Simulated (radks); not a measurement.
# Fractional charge and spin in the 5p shell of osmium

An exercise on one series of results from a longer session: the logs are not shown, and one member is left open.

Method: scalar-relativistic Kohn-Sham, LDA (Slater exchange, Perdew-Wang correlation), spin-polarised, spherical densities, finite nucleus. Code: radks (a radial shooting solver on a logarithmic mesh, Libxc functionals) version 1.

## What is computed

| Quantity | Value |
| --- | --- |
| element | osmium (Z = 76) |
| configuration | [Kr] 4d10 4f14 5s2 5d(up 3, down 3) 5p(up 3, down 3) |
| nuclear rms radius | 5.4126 fm |

A shell typed twice in an input gives spin up, then spin down.

The first run:

Settings of this run:

```text
Z 76
configuration [Kr] 4d10 4f14 5s2 5d3 5d3 5p3 5p3
relativity scalar-relativistic
functional lda,pw
spin polarised
nucleus finite rms 5.4126 fm
c 137.035999084
```

Steps of the session up to this table: 5p: up 3, down 3.

One of the session's tables, all rows but one given; the rest of the session is left out.

It belongs to the step «5p: up 3, down 3». Radial moments (bohr):

| level | <r> | outermost maximum (interpolated) | 90 % within | nodes |
| --- | --- | --- | --- | --- |
| 3d | 0.1763 | 0.144 | 0.273 | 0 |
| 4s | 0.4321 | 0.405 | 0.620 | 3 |
| 4p | 0.4597 | 0.425 | 0.668 | 2 |
| 4d | 0.4892 | 0.435 | 0.732 | 1 |
| 5s | 1.005 | 0.913 | 1.44 | 4 |
| 4f | ? | ? | ? | ? |
| 5p | 1.168 | 1.03 | 1.70 | 3 |
| 5d | 1.699 | 1.35 | 2.62 | 2 |

Q: Estimate the row for 4f from the others.

**Answer.** <r>: 0.5565; outermost maximum (interpolated): 0.405; 90 % within: 0.909; nodes: 0. In the column «<r>» it lies between 4d (0.4892) and 5s (1.005).
